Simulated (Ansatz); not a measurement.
N, space group P6_3/mmc: a scan of the energy under strain, run with the Ansatz DFT code, driven from Python.

`strain_n.py`:
```python
# -*- coding: utf-8 -*-
"""Energy of N under uniaxial strain, ions carried with the cell."""

import warnings

import ansatz
import numpy as np

params = {
    "functional": "lda",
    "smearing": "gaussian",
    "width_ev": 0.02,
    "kgrid": (12, 12, 8),
}

vectors0 = np.array([
    [2.519474, 0.0, 0.0],
    [-1.259737, 2.181928, 0.0],
    [0.0, 0.0, 2.446002],
])
sites = [
    ("N", (2 / 3, 1 / 3, 0.25)),
    ("N", (1 / 3, 2 / 3, 0.75)),
]


def make_crystal(cell):
    crystal = ansatz.Crystal(lattice=ansatz.Lattice.of(cell))
    for symbol, position in sites:
        crystal = crystal.atom(symbol, position)
    return crystal

warnings.simplefilter("ignore", ansatz.DeckWarning)

# clamped ions: the fractional positions stay as typed
values = np.linspace(-0.03, 0.03, 7)
energies = []
for d in values:
    strain = np.diag([0, 0, d])
    cell = vectors0 @ (np.eye(3) + strain)
    model = (
        make_crystal(cell).calculation()
        .basis(34 * ansatz.Ry)
        .functional(params["functional"])
        .occupations(params["smearing"], width=params["width_ev"])  # the run then minimises F = E - TS
        .kpoints(*params["kgrid"])  # sampling of the Brillouin zone
    )
    r = model.run().report
    energies.append(r["free_energy_ev"] / len(sites))
    print(f"d = {d:+.4f}  F = {energies[-1]:.5f} eV/atom")
energies = np.array(energies)

for value, e in zip(values, energies):
    print(f"strain {value:7.3f}   E - Emin = {1000 * (e - energies.min()):9.3f} meV/atom")
curvature = 2 * np.polyfit(values, energies, 3)[1]
volume = abs(np.linalg.det(vectors0)) / len(sites)
print(f"d2E/dd2 over the volume: {curvature / volume * 160.21766:.1f} GPa")
```

How much energy does this uniaxial strain cost, and what curvature follows?

Against the unstrained cell the energy per atom changes by +0.68 meV at one end of the scan and +32.50 meV at the other, and its second derivative over the volume is 877.3 GPa.

The run itself:

```console
$ python strain_n.py
d = -0.0300  F = -370.41997 eV/atom
d = -0.0200  F = -370.42431 eV/atom
d = -0.0100  F = -370.42444 eV/atom
d = +0.0000  F = -370.42064 eV/atom
d = +0.0100  F = -370.41310 eV/atom
d = +0.0200  F = -370.40210 eV/atom
d = +0.0300  F = -370.38815 eV/atom
strain  -0.030   E - Emin =     4.476 meV/atom
strain  -0.020   E - Emin =     0.134 meV/atom
strain  -0.010   E - Emin =     0.000 meV/atom
strain   0.000   E - Emin =     3.799 meV/atom
strain   0.010   E - Emin =    11.347 meV/atom
strain   0.020   E - Emin =    22.347 meV/atom
strain   0.030   E - Emin =    36.296 meV/atom
d2E/dd2 over the volume: 877.3 GPa
```

Notes:
- Total energies depend on the potentials; only differences at equal settings carry meaning.
- The mesh is modest for a metal, so energies can be off by several to tens of meV an atom and pressures by half a GPa or more; differences at equal mesh fare better.
- The curvature belongs to this strain pattern and to the cell's stress; it equals a single elastic constant only for simple patterns.
- No spin polarisation was allowed.
- In a metal a curvature from energy changes of a few meV or less hangs on mesh and smearing, in size and even in sign.
- This isn't the structure that N takes at ambient conditions.
- The ions keep their fractional positions (clamped ions).
- Processor time in the engine: 4.5 s on 1 thread of Intel(R) Xeon(R) Processor @ 2.30GHz, with other jobs on the host, peak memory 0.44 GiB.
